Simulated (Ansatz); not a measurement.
# C₂H₅Cl₂Ga: small, medium and large basis sets

One table from this session's results is given with a row withheld; the runs are named, their logs left out.

Method: one geometry, several basis sets; program: Ansatz 0.2.0, Gaussian basis.

Levels to be run: PBE0-D4/def2-SVP; ωB97M-V/def2-SVP; PBE0-D4/def2-QZVPP; ωB97M-V/def2-QZVPP; the functionals' def2-TZVPP values are taken from earlier runs.

### The geometry

All runs share one geometry, relaxed beforehand with PBE0-D4 in a triple-zeta def2 set.

10 atoms, charge 0, spin multiplicity 1.

Atoms are counted from 1 here; the program's logs count them from 0.

Bond lengths: C1–C2 1.522 Å, C1–H6 1.092 Å, C1–H7 1.093 Å, C1–H8 1.092 Å, C2–Ga3 1.956 Å, C2–H9 1.094 Å, C2–H10 1.094 Å, Ga3–Cl4 2.142 Å, Ga3–Cl5 2.140 Å. Angles: C2–C1–H6 111.8°, C2–C1–H7 110.8°, C2–C1–H8 111.8°, H6–C1–H7 107.6°, H6–C1–H8 107.0°, H7–C1–H8 107.6°, C1–C2–Ga3 114.4°, C1–C2–H9 111.7°, C1–C2–H10 111.7°, Ga3–C2–H9 106.3°, Ga3–C2–H10 106.3°, H9–C2–H10 105.8°, C2–Ga3–Cl4 122.5°, C2–Ga3–Cl5 123.5°, Cl4–Ga3–Cl5 114.0°.

The first run:

in.yaml

```yaml
crystal:
  periodic: [false, false, false]
  atoms:
    - {symbol: C, position_ang: [0.183495, -1.173576, 0.685324]}
    - {symbol: C, position_ang: [0.543264, 0.272243, 0.374176]}
    - {symbol: Ga, position_ang: [-0.568168, 1.103948, -1.004254]}
    - {symbol: Cl, position_ang: [-2.157024, 0.057562, -1.987891]}
    - {symbol: Cl, position_ang: [-0.314184, 3.123019, -1.665990]}
    - {symbol: H, position_ang: [-0.844862, -1.268560, 1.039924]}
    - {symbol: H, position_ang: [0.838933, -1.578991, 1.460981]}
    - {symbol: H, position_ang: [0.278460, -1.813640, -0.194199]}
    - {symbol: H, position_ang: [1.578491, 0.367929, 0.032127]}
    - {symbol: H, position_ang: [0.461585, 0.910076, 1.259802]}
basis:
  gaussian: {orbitals: def2-SVP}
hamiltonian: {xc: pbe0, dispersion: d4}
output: {orbitals: {seedname: orbitals}}
```

The run is started by

```bash
ansatz run in.yaml --threads 4 --pin off --events-out ev --progress --plain --max-ram 10444MiB
```

Among the steps run: PBE0-D4 in def2-SVP; ωB97M-V in def2-SVP; PBE0-D4 in def2-QZVPP; ωB97M-V in def2-QZVPP.

One table of the session follows, with a row left open; its other results are not shown here.

It belongs to the step «Functionals by basis». 

```
functional       basis  HOMO (eV)
   PBE0-D4    def2-SVP      -8.34
   PBE0-D4  def2-TZVPP      -8.41
   PBE0-D4  def2-QZVPP          ?
   ωB97M-V    def2-SVP     -10.46
   ωB97M-V  def2-TZVPP     -10.56
   ωB97M-V  def2-QZVPP     -10.60
```

Q: Estimate the row for PBE0-D4, def2-QZVPP from the others.

As computed: HOMO (eV): -8.44. In the column «HOMO (eV)» it lies between ωB97M-V, def2-SVP (-10.46) and PBE0-D4, def2-TZVPP (-8.41).
